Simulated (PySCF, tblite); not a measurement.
**C₂H₇BO: geometry, infrared bands, NMR shifts and spin-spin couplings**

Aim: predict the infrared bands, NMR shifts and spin-spin couplings of C₂H₇BO (`BCOC`).

Computed with tblite 0.8.0 and PySCF 2.14.0, with density-fitted response routines of our own, on a single molecule in the gas phase. Atoms count from 0, in the outputs and in this text.

### Step 1. The molecule as given

11 atoms, charge 0, multiplicity 1; geometry from: force field or distance geometry start.

Bonds of the start (Å): B0–C1 1.59, C1–O2 1.39, O2–C3 1.41, B0–H4 1.17, B0–H5 1.17, C1–H6 1.11, C1–H7 1.12, C3–H8 1.13, C3–H9 1.11, C3–H10 1.11.

### Step 2. Geometry optimisation with GFN2-xTB

Job settings and geometry (Å):

```
{"job": {"kind": "relax", "xc": "GFN2-xTB", "basis": "xTB"}, "charge": 0, "multiplicity": 1}
B      1.984100     0.095300    -0.180500
C      0.519700     0.031900     0.448300
O     -0.417800    -0.020200    -0.578100
C     -1.721200    -0.077600    -0.033300
H      2.354600    -0.773900    -0.874800
H      2.676600     1.016800     0.046800
H      0.384000     0.934900     1.087900
H      0.481200    -0.885500     1.090400
H     -1.845500    -1.013300     0.581400
H     -1.947700     0.814800     0.593600
H     -2.462600    -0.120500    -0.852900
```

On the command line:

```
OMP_NUM_THREADS=1 python probes_run.py task.json out
```

One launch serves the whole session: the jobs run in the order shown.

**Question.** This job is followed by: GFN2-xTB harmonic vibrations, gas phase; GIAO PBE0/pcSseg-1 NMR shielding, non-relativistic, gas phase; B3LYP/pcJ-1 indirect spin-spin coupling, non-relativistic, gas phase. What will the session give for the following? strongest single infrared mode (GFN2-xTB); zero-point energy (GFN2-xTB); ¹³C shifts against TMS (PBE0/pcSseg-1); ¹H shifts against TMS (PBE0/pcSseg-1, means over atoms taken as alike); ¹¹B shifts against BF3·OEt2 (PBE0/pcSseg-1); ¹⁷O shifts against H2O (PBE0/pcSseg-1); largest coupling of the table (B3LYP/pcJ-1).

The runs gave:

| quantity | value |
| --- | --- |
| strongest single infrared mode (GFN2-xTB) | 860 cm⁻¹, 182 km/mol |
| zero-point energy (GFN2-xTB) | 54.5 kcal/mol |
| ¹³C shifts against TMS (PBE0/pcSseg-1) | 84.0, 63.6 ppm |
| ¹H shifts against TMS (PBE0/pcSseg-1, means over atoms taken as alike) | 7.94, 4.02, 3.48 ppm |
| ¹¹B shifts against BF3·OEt2 (PBE0/pcSseg-1) | 89.0 ppm |
| ¹⁷O shifts against H2O (PBE0/pcSseg-1) | 19.5 ppm |
| largest coupling of the table (B3LYP/pcJ-1) | ¹J(C,H) C3–H8, 144.0 Hz |

The optimisation took 84 steps and gained 0.245 eV; among the close pairs (by a distance rule), C3–H8 changed most, from 1.126 to 1.099 Å. No mode is imaginary among the 27: a minimum at this level. The strongest single mode, at 860 cm⁻¹, is spread over several atoms, H4, B0, H5, C1 among them. Unscaled tight-binding wavenumbers are off by several per cent, some by more. Its intensities can rank the bands wrongly. The most deshielded carbon is C1 (sp3 CH2 bonded to B and O), at 84.0 ppm: pulled downfield by the heteroatom. At PBE0/pcSseg-1: The largest span, 194 ppm, is at B0, where the paramagnetic term is -180 ppm. Of the pairs tabulated at B3LYP/pcJ-1, C3–H8 (mean over like pairs) couples most strongly (144.0 Hz; Fermi contact 142.9 Hz). Couplings across rotatable bonds belong to this one conformer; where others are populated, the observed values are averages.
